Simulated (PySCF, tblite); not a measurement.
# C₃H₇BF₃N: geometry, infrared bands and NMR shifts

Wanted: the infrared bands and NMR shifts of C₃H₇BF₃N (`C[C@H](BN)C(F)(F)F`), by calculation.

Computed with tblite 0.8.0 and PySCF 2.14.0, with density-fitted response routines of our own, on a single molecule in the gas phase. Atoms count from 0, in the outputs and in this text.

### Step 1. Starting geometry

15 atoms, charge 0, multiplicity 1; geometry from: force field or distance geometry start.

Bonds of the start (Å): C0–C1 1.53, C1–B2 1.62, B2–N3 1.52, C1–C4 1.55, C4–F5 1.39, C4–F6 1.39, C4–F7 1.38, C0–H8 1.11, C0–H9 1.12, C0–H10 1.11, C1–H11 1.10, B2–H12 1.18, N3–H13 1.05, N3–H14 1.05.

### Step 2. Relaxing the molecule with GFN2-xTB

The job: settings as JSON, then the geometry in Å.

```
{"job": {"kind": "relax", "xc": "GFN2-xTB", "basis": "xTB"}, "charge": 0, "multiplicity": 1}
C     -1.590800    -0.779600    -0.154300
C     -0.388800     0.147200    -0.343400
B      0.984800    -0.699400    -0.161400
N      2.317400    -0.039300    -0.473000
C     -0.436300     1.331500     0.650100
F     -1.612900     2.044100     0.455800
F      0.629500     2.191600     0.408200
F     -0.375400     0.897400     1.959000
H     -1.559100    -1.615300    -0.884900
H     -2.543400    -0.213700    -0.327700
H     -1.631700    -1.203300     0.871900
H     -0.407400     0.535100    -1.370700
H      0.933700    -1.833900     0.161700
H      2.778100    -0.620600    -1.212100
H      2.897900    -0.133800     0.398900
```

Run with:

```bash
$ OMP_NUM_THREADS=1 python probes_run.py task.json out
```

This one command runs all jobs of the session in turn.

**Question.** This job is followed by: GFN2-xTB harmonic vibrations, gas phase; GIAO PBE0/pcSseg-1 NMR shielding, non-relativistic, gas phase. What will the session give for the following? strongest single infrared mode (GFN2-xTB); zero-point energy (GFN2-xTB); ¹³C shifts against TMS (PBE0/pcSseg-1); ¹H shifts against TMS (PBE0/pcSseg-1, means over atoms taken as alike); ¹¹B shifts against BF3·OEt2 (PBE0/pcSseg-1); ¹⁵N shifts against NH3 (PBE0/pcSseg-1); ¹⁹F shifts against CFCl3 (PBE0/pcSseg-1, means over atoms taken as alike).

The runs gave:

| quantity | value |
| --- | --- |
| strongest single infrared mode (GFN2-xTB) | 1033 cm⁻¹, 264 km/mol |
| zero-point energy (GFN2-xTB) | 67.7 kcal/mol |
| ¹³C shifts against TMS (PBE0/pcSseg-1) | 139.6, 32.7, 14.6 ppm |
| ¹H shifts against TMS (PBE0/pcSseg-1, means over atoms taken as alike) | 4.77, 4.74, 1.68, 1.41 ppm |
| ¹¹B shifts against BF3·OEt2 (PBE0/pcSseg-1) | 39.2 ppm |
| ¹⁵N shifts against NH3 (PBE0/pcSseg-1) | 121.7 ppm |
| ¹⁹F shifts against CFCl3 (PBE0/pcSseg-1, means over atoms taken as alike) | -82.9 ppm |

Over 83 steps the energy fell by 1.615 eV; of the close pairs, B2–N3 changed most, 1.519 to 1.372 Å. The lowest mode is imaginary (23i cm⁻¹), so the xTB geometry is not a minimum. The strongest single mode, at 1033 cm⁻¹, moves mainly C4. Unscaled tight-binding wavenumbers are off by several per cent, some by more. Its intensities can rank the bands wrongly.
